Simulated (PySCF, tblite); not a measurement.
# C₄H₉F₃GeO: geometry, infrared bands and NMR shifts

What infrared bands and NMR shifts should C₄H₉F₃GeO (`FCC(F)(F)OC[CH2][GeH3]`) show?

Programs: tblite 0.8.0 and PySCF 2.14.0, with density-fitted response routines of our own. Each step states its level of theory. These are calculated values for one molecule in the gas phase, unless marked as measured. Atoms are numbered from 0 throughout.

### 1 Starting geometry

18 atoms, charge 0, multiplicity 1; geometry from: force field or distance geometry start.

Bonds of the start (Å): F0–C1 1.39, C1–C2 1.50, C2–F3 1.40, C2–F4 1.39, C2–O5 1.42, O5–C6 1.41, C6–C7 1.52, C7–Ge8 1.95, C1–H9 1.11, C1–H10 1.12, C6–H11 1.11, C6–H12 1.10, C7–H13 1.12, C7–H14 1.11, Ge8–H15 1.54, Ge8–H16 1.55, Ge8–H17 1.55.

### 2 Geometry optimisation with GFN2-xTB

What the job is given:

```
{"job": {"kind": "relax", "xc": "GFN2-xTB", "basis": "xTB"}, "charge": 0, "multiplicity": 1}
F      4.311100     0.118200     0.038500
C      3.120800    -0.546600     0.307100
C      1.944400     0.237000    -0.206300
F      2.082800     0.404900    -1.589100
F      1.928600     1.483900     0.410700
O      0.744900    -0.473900     0.087300
C     -0.385800     0.226500    -0.384000
C     -1.628400    -0.575100    -0.032100
Ge    -3.229400     0.337300    -0.664100
H      3.154100    -1.552900    -0.160100
H      3.032800    -0.686500     1.414300
H     -0.472900     1.218400     0.107900
H     -0.350800     0.349500    -1.475900
H     -1.580100    -1.580400    -0.520200
H     -1.710100    -0.703400     1.066000
H     -3.157700     0.517900    -2.190900
H     -4.485200    -0.494700    -0.299100
H     -3.327900     1.726200     0.011600
```

Started as:

```console
> OMP_NUM_THREADS=1 python probes_run.py task.json out
```

The driver reads the jobs from task.json and runs them one after another.

**Question.** This job is followed by: GFN2-xTB harmonic vibrations, gas phase; GIAO PBE0/pcSseg-1 NMR shielding, non-relativistic, gas phase. Predict these results of the whole session: strongest single infrared mode (GFN2-xTB); zero-point energy (GFN2-xTB); 13C shifts against TMS (PBE0/pcSseg-1); 1H shifts against TMS (PBE0/pcSseg-1, means over atoms taken as alike); 19F shifts against CFCl3 (PBE0/pcSseg-1, means over atoms taken as alike); 17O shifts against H2O (PBE0/pcSseg-1); 73Ge shifts against GeMe4 (PBE0/pcSseg-1); surface potential, 1st and 99th percentile.

As calculated:

```
                                                                 quantity                        value
                                strongest single infrared mode (GFN2-xTB)        1138 cm⁻¹, 453 km/mol
                                             zero-point energy (GFN2-xTB)                76.1 kcal/mol
                                   13C shifts against TMS (PBE0/pcSseg-1)  128.8, 86.0, 64.5, 12.5 ppm
   1H shifts against TMS (PBE0/pcSseg-1, means over atoms taken as alike)   4.72, 4.31, 3.48, 1.39 ppm
19F shifts against CFCl3 (PBE0/pcSseg-1, means over atoms taken as alike)           -107.0, -268.1 ppm
                                   17O shifts against H2O (PBE0/pcSseg-1)                    122.1 ppm
                                73Ge shifts against GeMe4 (PBE0/pcSseg-1)                     -247 ppm
                                    surface potential, 1st and 99th percentile           -1.02 V and 1.15 V
```

In words: The optimisation took 51 steps and gained 0.379 eV; among the close pairs (by a distance rule), C2–O5 changed most, from 1.425 to 1.338 Å. No mode is imaginary among the 48: a minimum at this level. The strongest single mode, at 1138 cm⁻¹, moves mainly C2. GFN2-xTB is a fitted tight-binding method: band positions and strengths are rough. Its intensities can rank the bands wrongly. H9, H10 (mean) (hydrogen on an sp3 CH2 bonded to F) lies farthest downfield among hydrogen, at 4.72 ppm; its carbon carries F, which withdraws density. At PBE0/pcSseg-1: Shielding is most anisotropic at F3, F4 (span 211 ppm, paramagnetic term -198 ppm). Spin-orbit coupling is left out, which matters for shieldings and couplings at and beside the heavy atoms.
